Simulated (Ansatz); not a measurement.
# SmNbS3: the cost of one run

Method: DFT PBE, scalar-relativistic, plane waves, PAW; 4f electrons in the core of a trivalent norm-conserving potential, in Ansatz 0.2.0.

1 further run of the same task is left out (set aside as unsound or not needed). Runs told in other sessions of the task aren't counted.

### 1 Starting point

It takes space group Pm-3m (No. 221, cubic). Conventional cell: a = 4.688 Å, b = 4.688 Å, c = 4.688 Å, α = 90.00°, β = 90.00°, γ = 90.00°. Sm (site symmetry m-3m) has 12 S at 3.32 Å in its first shell of neighbours. Around Nb (site symmetry m-3m) lie 6 S at 2.34 Å. S (site symmetry 4/mmm) has 2 Nb at 2.34 Å and 4 Sm at 3.32 Å in its first shell of neighbours.

As a file:

```cif
data_structure
_symmetry_space_group_name_H-M 'P 1'
_symmetry_Int_Tables_number 1
_cell_length_a 4.6882
_cell_length_b 4.6882
_cell_length_c 4.6882
_cell_angle_alpha 90.000
_cell_angle_beta 90.000
_cell_angle_gamma 90.000
_cell_volume 103.04
loop_
_atom_site_label
_atom_site_type_symbol
_atom_site_fract_x
_atom_site_fract_y
_atom_site_fract_z
_atom_site_occupancy
Sm1 Sm 0.00000 0.00000 0.00000 1
Nb1 Nb 0.50000 0.50000 0.50000 1
S1 S 0.00000 0.50000 0.50000 1
S2 S 0.50000 0.00000 0.50000 1
S3 S 0.50000 0.50000 0.00000 1
```

The cell is invented: species swapped into a database cell of PrBPd3 (Pm-3m, No. 221), with Sm on the Pr sites, Nb on the B sites and S on the Pd sites. Lengths come from tabulated atomic sizes and are only a guess.

### 2 A first look at the guess

The input, input.yaml:

```yaml
crystal:
  lattice:
    - [4.68818123, 0.0, 0.0]
    - [0.0, 4.68818123, 0.0]
    - [0.0, 0.0, 4.68818123]
  atoms:
    - { symbol: Sm, position: [0.0, 0.0, 0.0] }
    - { symbol: Nb, position: [0.5, 0.5, 0.5] }
    - { symbol: S, position: [0.0, 0.5, 0.5] }
    - { symbol: S, position: [0.5, 0.0, 0.5] }
    - { symbol: S, position: [0.5, 0.5, 0.0] }
basis:
  ecutwfc: 690
kpoints:
  mp_grid: { grid: [4, 4, 4] }
hamiltonian:
  xc: pbe
  pseudopotentials:
    kind: paw
    azcp: { Sm: "pseudopotentials/pbe/nc/lanthanide_3plus/Sm.nc.azcp" }
scf:
  occupations: { method: gaussian, width: 0.1 }
  lower_state_search: "off"
output:
  forces: true
  stress: true
  eigenvalues: true
```

Started as:

```sh
$ ansatz run input.yaml --threads 1 --pin off --max-ram 2560MiB --backend cpu --events-out ev --progress --plain --runs-dir out
```

**Question.** How long does this run take on 1 thread of Intel Xeon at 2.70GHz, shared host, and how much memory does it need?

About 4.2 s, with a peak of 0.42 GiB.
